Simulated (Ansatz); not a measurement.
CH5ClOSeSi, SMILES OC[SiH](Cl)[SeH], a ladder of methods at one geometry

With Ansatz 0.2.0, Python API.

Notebook, run cell by cell (the value of a cell's last expression is shown):

```python
from pathlib import Path
import warnings

import ansatz as az
import numpy as np
```

```python
warnings.simplefilter("ignore", az.DeckWarning)
```

```python
mol = (
    az.Crystal.molecule()
    .atom("O", (-0.0431, 0.0782, 2.0349))
    .atom("C", (-0.5795, 0.3283, 0.7251))
    .atom("Si", (0.491, -0.5291, -0.5338))
    .atom("Cl", (2.5446, 0.2381, -0.3829))
    .atom("Se", (-0.281, -0.1705, -2.6382))
    .atom("H", (-0.347, -0.7869, 2.2737))
    .atom("H", (-1.5922, -0.0413, 0.6333))
    .atom("H", (-0.5326, 1.4361, 0.5019))
    .atom("H", (0.5413, -1.958, -0.2031))
    .atom("H", (-0.1183, 1.354, -2.4079))
)
```

```python
model = mol.calculation().basis(gaussian="def2-SVP")
```

```python
print("functional    E (Ha)        dipole (D)   HOMO (eV)  LUMO (eV)")
for name in ["pbe", "lda", "revpbe", "b3lyp", "blyp", "hf"]:
    summary = model.functional(name).forces().orbitals().run(threads=1, backend="cpu", runs_dir="runs").report
    lines = Path(summary["orbitals_path"]).read_text().splitlines()
    field_of = lambda key: [line.split("=")[1].strip() for line in lines if line.startswith(key)]
    orbitals = [(27.211386 * float(e), s, float(n)) for e, s, n in zip(field_of("Ene="), field_of("Spin="), field_of("Occup="))]
    homo = max(e for e, _, n in orbitals if n > 0.5)
    lumo = min(e for e, _, n in orbitals if n < 0.5)
    dipole = 4.803205 * np.linalg.norm(summary["charge_distribution"]["dipole_moment_e_ang"])
    print(f"{name:10s} {summary['free_energy_ev'] / 27.211386246:14.6f} {dipole:9.3f} {homo:11.3f} {lumo:10.3f}")
```

    functional    E (Ha)        dipole (D)   HOMO (eV)  LUMO (eV)
    pbe          -3266.187225     2.851      -5.875     -1.423
    lda          -3260.023726     2.834      -5.978     -1.562
    revpbe       -3266.640938     2.871      -5.844     -1.372
    b3lyp        -3267.088310     2.931      -6.926     -0.767
    blyp         -3267.000711     2.795      -5.681     -1.279
    hf           -3263.350710     3.286     -10.035      2.828

What to keep in mind:
- Total energies depend on the basis set; only differences at equal settings carry meaning.
- The geometry is a force-field or estimated start, not a minimum of this method, and the basis set is short of its limit. A lower total doesn't mark the better method: functionals have no common bound, and MP2 and coupled cluster aren't variational.
- b3lyp holds the VWN-RPA fit, as in Gaussian; the form of ORCA and Turbomole is b3lyp5.
- Levels such as HOMO and LUMO are orbital energies: with these approximate functionals they aren't the ionisation energy and electron affinity, and their gap isn't the fundamental gap.
- Hardware and time: 30 s on 1 thread of Arm Neoverse V1, with other jobs on the host, peak memory 0.36 GiB.
